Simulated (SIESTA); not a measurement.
Sn3Te:

```
Te Sn
1.0
    -2.30090    2.30090    5.51649
     2.30090   -2.30090    5.51649
     2.30090    2.30090   -5.51649
Te Sn
1 3
Direct
  0.00000 0.00000 0.00000
  0.50000 0.50000 0.00000
  0.25000 0.75000 0.50000
  0.75000 0.25000 0.50000
```

The cell comes from a database or a generator and needn't be the stable form of this composition.

| Item | Value |
| --- | --- |
| Program | SIESTA 5.4.2 |
| Task | single point |
| Functional | PBE |
| Potentials or basis | PseudoDojo 0.4 standard (PBE files) |
| Basis | DZP (energy shift 0.003 Ry; two zetas on semicore shells) |
| Grid cutoff | 500 Ry |
| Energy shift | 0.003 Ry |
| k mesh | 8 × 8 × 8 |
| Occupations | fermi-dirac, width 0.05 eV |
| Spin | no spin polarisation |

On this cell: pressure 0.4 GPa; largest force under 0.003 eV/Å; band gap on the k mesh none (metal or under the smearing width).

The same run follows on a disturbed copy (atoms moved at random, drawn with an rms of 0.05 Å):

```xyz
4
Lattice="-2.3009 2.3009 5.5165 2.3009 -2.3009 5.5165 2.3009 2.3009 -5.5165" Properties=species:S:1:pos:R:3 pbc="T T T"
Te   -0.0585    0.0142   -0.0192
Sn   -0.0103   -0.0416    5.4873
Sn    2.3153   -0.0041    2.8044
Sn   -0.0520    2.3095    2.8244
```

What does the disturbed cell give?

The energy (extrapolated to zero smearing) moves by +5.2 meV/atom; pressure 0.6 GPa; largest force 0.203 eV/Å; band gap on the k mesh none (metal or under the smearing width).

Forces on the atoms (eV/Å):
```
Te   0.091 -0.119  0.137
Sn  -0.094  0.111  0.142
Sn  -0.106  0.034 -0.136
Sn   0.109 -0.026 -0.143
```

Stress tensor (GPa, compression positive):
```
 0.81 -0.03  0.03
-0.03  0.80 -0.04
 0.03 -0.04  0.29
```

Caveats: the basis of atomic orbitals isn't converged, which shifts pressures, moduli and gaps.
